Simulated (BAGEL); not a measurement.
# C2H5AlO (SMILES [CH3][Al]1[CH2][O]1) at HF/6-31G(d) (density fitting with qzvpp-jkfit, spherical functions)

What is the energy change on altering one bond length of C2H5AlO at HF/6-31G* (density fitting with qzvpp-jkfit, spherical functions)? 

Program for the calculation: BAGEL 1.2.2.

1 further run of the same task is left out (set aside as unsound or not needed).

### Step 1. The system as given

C2H5AlO: 9 atoms, total charge 0, spin state singlet. As SMILES, `[CH3][Al]1[CH2][O]1`. Geometry: relaxed at PBE0-D4/def2-TZVP.

Bond lengths: C1–Al2 1.934 Å, Al2–C3 1.883 Å, Al2–O4 1.707 Å, C3–O4 1.488 Å, C1–H5 1.093 Å, C1–H6 1.091 Å, C1–H7 1.094 Å, C3–H8 1.091 Å, C3–H9 1.091 Å. Some angles: C1–Al2–C3 171.7°, C1–Al2–O4 139.6°, C3–Al2–O4 48.7°, Al2–C3–O4 59.5°, Al2–O4–C3 71.8°, Al2–C1–H5 110.3°, Al2–C1–H6 112.2°, Al2–C1–H7 110.1°, Al2–C3–H8 123.8°, Al2–C3–H9 123.8°.

### Step 2. The energy at HF/6-31G(d) (density fitting with qzvpp-jkfit, spherical functions)

The input, calc.json:

```json
{ "bagel": [

{
  "title": "molecule",
  "basis": "6-31gs.json",
  "df_basis": "qzvpp-jkfit",
  "angstrom": true,
  "geometry": [
    { "atom": "C", "xyz": [   -0.670900,    1.320200,   -1.081500 ] },
    { "atom": "Al", "xyz": [    0.051300,   -0.076700,    0.044200 ] },
    { "atom": "C", "xyz": [    0.678700,   -1.280200,    1.349300 ] },
    { "atom": "O", "xyz": [    0.789300,   -1.609500,   -0.097900 ] },
    { "atom": "H", "xyz": [    0.039700,    1.575000,   -1.872100 ] },
    { "atom": "H", "xyz": [   -0.900200,    2.226000,   -0.517500 ] },
    { "atom": "H", "xyz": [   -1.591200,    0.976800,   -1.562100 ] },
    { "atom": "H", "xyz": [    0.038500,   -1.980500,    1.887700 ] },
    { "atom": "H", "xyz": [    1.653200,   -1.197400,    1.832800 ] }
  ]
},
{ "title": "hf" },
{ "title": "print", "file": "orbitals.molden", "orbitals": true }

]}
```

The basis set 6-31G* is read from a file made from the Basis Set Exchange's data (not shown).

On the command line:

```sh
BAGEL_NUM_THREADS=1 BAGEL calc.json > calc.out
```

What it wrote:

```text
* using 1 threads per process

  ===============================================================
  ===============================================================

  *** Geometry ***

  { "atom" : "C", "xyz" : [     -1.267817,      2.494816,     -2.043739 ] },
  { "atom" : "Al", "xyz" : [      0.096943,     -0.144942,      0.083526 ] },
  { "atom" : "C", "xyz" : [      1.282557,     -2.419227,      2.549807 ] },
  { "atom" : "O", "xyz" : [      1.491561,     -3.041514,     -0.185004 ] },
  { "atom" : "H", "xyz" : [      0.075022,      2.976319,     -3.537756 ] },
  { "atom" : "H", "xyz" : [     -1.701131,      4.206530,     -0.977933 ] },
  { "atom" : "H", "xyz" : [     -3.006932,      1.845884,     -2.951941 ] },
  { "atom" : "H", "xyz" : [      0.072754,     -3.742603,      3.567236 ] },
  { "atom" : "H", "xyz" : [      3.124095,     -2.262758,      3.463490 ] },

  Number of auxiliary basis functions:      445

  Since a DF basis is specified, we compute 2- and 3-index integrals:
    o Being stored without compression. Storage requirement is 0.017 GB

  Number of basis functions:       70
  Number of electrons      :       38

    * METHOD: MOLECULE                             0.19

  *** RHF ***

  === Nuclear Repulsion ===
   145.5006298024

      * DIIS with orbital gradients will be used.

  === RHF iteration (6-31gs.json) ===
      0       -395.11014882          0.02481409           0.04
      1       -395.23650199          0.02001792           0.04
      2       -395.37045096          0.00223845           0.04
      3       -395.37290848          0.00079241           0.04
      4       -395.37322564          0.00017143           0.04
      5       -395.37325359          0.00005896           0.04
      6       -395.37325806          0.00002633           0.04
      7       -395.37325882          0.00000786           0.04
      8       -395.37325889          0.00000262           0.04
      9       -395.37325890          0.00000085           0.04
     10       -395.37325890          0.00000035           0.04
     11       -395.37325890          0.00000012           0.04
     12       -395.37325890          0.00000004           0.04
     13       -395.37325890          0.00000002           0.04
     14       -395.37325890          0.00000001           0.04
    * SCF iteration converged.

    * Permanent dipole moment:
           (    0.639561,    -1.318287,    -0.009057) a.u.

    * METHOD: HF                                   0.70

    * METHOD: PRINT                                0.01

  ===============================================================
```

Wall time 1.1 s (1 thread of Arm Neoverse V1, shared host); peak memory 0.094 GiB.

### Step 3. The distorted shape, same level

The input, job.json:

```json
{ "bagel" : [

{
  "title" : "molecule",
  "basis" : "6-31gs.json",
  "df_basis" : "qzvpp-jkfit",
  "angstrom" : "true",
  "geometry" : [
    { "atom" : "C", "xyz" : [   -0.556249,    0.867297,   -1.363502 ] },
    { "atom" : "Al", "xyz" : [    0.165951,   -0.529603,   -0.237802 ] },
    { "atom" : "C", "xyz" : [    0.793351,   -1.733103,    1.067298 ] },
    { "atom" : "O", "xyz" : [    0.903951,   -2.062403,   -0.379902 ] },
    { "atom" : "H", "xyz" : [    0.154351,    1.122097,   -2.154102 ] },
    { "atom" : "H", "xyz" : [   -0.900200,    2.226000,   -0.517500 ] },
    { "atom" : "H", "xyz" : [   -1.476549,    0.523897,   -1.844102 ] },
    { "atom" : "H", "xyz" : [    0.153151,   -2.433403,    1.605698 ] },
    { "atom" : "H", "xyz" : [    1.767851,   -1.650303,    1.550798 ] }
  ]
},
{ "title" : "hf" },
{ "title" : "print", "file" : "orbitals.molden", "orbitals" : "true" }

]}
```

The basis set 6-31G* is read from a file made from the Basis Set Exchange's data (not shown).

On the command line:

```sh
BAGEL_NUM_THREADS=1 BAGEL job.json > job.out
```

What it wrote:

```text
* using 1 threads per process

  ===============================================================
  ===============================================================

  *** Geometry ***

  { "atom" : "C", "xyz" : [     -1.051158,      1.638954,     -2.576645 ] },
  { "atom" : "Al", "xyz" : [      0.313602,     -1.000805,     -0.449381 ] },
  { "atom" : "C", "xyz" : [      1.499216,     -3.275090,      2.016901 ] },
  { "atom" : "O", "xyz" : [      1.708220,     -3.897377,     -0.717911 ] },
  { "atom" : "H", "xyz" : [      0.291681,      2.120456,     -4.070663 ] },
  { "atom" : "H", "xyz" : [     -1.701131,      4.206530,     -0.977933 ] },
  { "atom" : "H", "xyz" : [     -2.790273,      0.990022,     -3.484848 ] },
  { "atom" : "H", "xyz" : [      0.289413,     -4.598465,      3.034329 ] },
  { "atom" : "H", "xyz" : [      3.340754,     -3.118621,      2.930583 ] },

  Number of auxiliary basis functions:      445

  Since a DF basis is specified, we compute 2- and 3-index integrals:
    o Being stored without compression. Storage requirement is 0.017 GB

  Number of basis functions:       70
  Number of electrons      :       38

    * METHOD: MOLECULE                             0.20

  *** RHF ***

  === Nuclear Repulsion ===
   143.8730776792

      * DIIS with orbital gradients will be used.

  === RHF iteration (6-31gs.json) ===
      0       -395.01807295          0.02488055           0.04
      1       -395.14622950          0.02034874           0.04
      2       -395.28568599          0.00234518           0.04
      3       -395.28868015          0.00089401           0.04
      4       -395.28910120          0.00020764           0.04
      5       -395.28914471          0.00006366           0.04
      6       -395.28914987          0.00002135           0.04
      7       -395.28915043          0.00000814           0.04
      8       -395.28915050          0.00000303           0.04
      9       -395.28915051          0.00000114           0.04
     10       -395.28915051          0.00000039           0.04
     11       -395.28915051          0.00000015           0.04
     12       -395.28915051          0.00000005           0.04
     13       -395.28915051          0.00000002           0.04
     14       -395.28915051          0.00000001           0.04
    * SCF iteration converged.

    * Permanent dipole moment:
           (    0.582464,    -1.105380,     0.103962) a.u.

    * METHOD: HF                                   0.73

    * METHOD: PRINT                                0.01

  ===============================================================
```

It took 1.1 s on 1 thread of Arm Neoverse V1, shared host; peak memory 0.094 GiB.

### Step 4. What came out

At HF/6-31G* (density fitting with qzvpp-jkfit, spherical functions):

| quantity | value |
| --- | --- |
| first shape: total energy | -395.37326 Eh |
| first shape: dipole moment | 3.72 D |
| first shape: HOMO energy | -9.00 eV |
| first shape: LUMO energy | 2.26 eV |
| first shape: HOMO–LUMO gap | 11.26 eV |
| distorted shape: total energy | -395.28915 Eh |
| distorted shape: dipole moment | 3.19 D |
| distorted shape: HOMO energy | -9.08 eV |
| distorted shape: LUMO energy | 2.12 eV |
| distorted shape: HOMO–LUMO gap | 11.20 eV |
| energy change with the C1–H6 bond stretched from 1.091 to 1.637 Å | 2.289 eV |

With the C1–H6 bond stretched from 1.091 to 1.637 Å the energy rises by 2.29 eV (53 kcal/mol). The first shape isn't relaxed at this level, so the change isn't measured from a minimum.
